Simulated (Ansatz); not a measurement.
**CH₃ClFMoNO: basis-set convergence**

Aim: see how fast density functionals converge with the basis set for CH₃ClFMoNO.

Program: Ansatz 0.2.0, Gaussian basis. Level of theory: one geometry, several basis sets. These are calculated values, not measurements.

Plan: PBE0-D4/def2-SVP; ωB97M-V/def2-SVP; PBE0-D4/def2-QZVPP; ωB97M-V/def2-QZVPP; the functionals' def2-TZVPP values are taken from earlier runs.

## 1. Structure used throughout

The geometry comes from an earlier relaxation with PBE0-D4 in a triple-zeta def2 set; it is a stationary point, not always the lowest conformer. Mo takes the def2 core potential; no spin-orbit term is included.

9 atoms, charge 0, spin multiplicity 1.

Atoms are counted from 1 here; the program's logs count them from 0.

Bond lengths: C1–N2 1.418 Å, C1–H7 1.094 Å, C1–H8 1.096 Å, C1–H9 1.095 Å, N2–Mo3 1.711 Å, Mo3–O4 1.668 Å, Mo3–F5 1.855 Å, Mo3–Cl6 2.266 Å. Angles: N2–C1–H7 109.8°, N2–C1–H8 111.1°, N2–C1–H9 109.5°, H7–C1–H8 109.3°, H7–C1–H9 108.1°, H8–C1–H9 109.0°, C1–N2–Mo3 150.4°, N2–Mo3–O4 105.8°, N2–Mo3–F5 108.0°, N2–Mo3–Cl6 106.9°, O4–Mo3–F5 111.7°, O4–Mo3–Cl6 109.8°, F5–Mo3–Cl6 114.2°.

## 2. PBE0-D4 in def2-SVP

Input file in.yaml:

```yaml
crystal:
  periodic: [false, false, false]
  atoms:
    - {symbol: C, position_ang: [0.058066, -1.145655, 1.066968]}
    - {symbol: N, position_ang: [0.268952, 0.066185, 0.361527]}
    - {symbol: Mo, position_ang: [0.047722, 1.035639, -1.031197]}
    - {symbol: O, position_ang: [-0.777082, 0.080911, -2.122732]}
    - {symbol: F, position_ang: [1.723198, 1.514346, -1.668539]}
    - {symbol: Cl, position_ang: [-1.246703, 2.790464, -0.414213]}
    - {symbol: H, position_ang: [1.020037, -1.572850, 1.365508]}
    - {symbol: H, position_ang: [-0.485133, -1.871779, 0.451568]}
    - {symbol: H, position_ang: [-0.520455, -0.943562, 1.973910]}
basis:
  gaussian: {orbitals: def2-SVP}
hamiltonian: {xc: pbe0, dispersion: d4}
output: {orbitals: {seedname: orbitals}}
```

Command:

```bash
$ ansatz run in.yaml --threads 8 --pin off --events-out ev --progress --plain --max-ram 18278MiB
```

After this run come: ωB97M-V in def2-SVP; PBE0-D4 in def2-QZVPP; ωB97M-V in def2-QZVPP.

**Question.** What will the summary of the whole plan be? Wanted: PBE0-D4: double and triple zeta above quadruple; ωB97M-V: double and triple zeta above quadruple.

**Answer**, as computed:

| quantity | value |
| --- | --- |
| PBE0-D4: double and triple zeta above quadruple | 14.67, 0.88 eV |
| ωB97M-V: double and triple zeta above quadruple | 14.85, 0.85 eV |

What this shows: For PBE0-D4 the step from double to triple zeta gains 13.79 eV and the next only 0.88 eV. These are total energies; as a rule much of such shifts cancels in differences, which this series doesn't test.
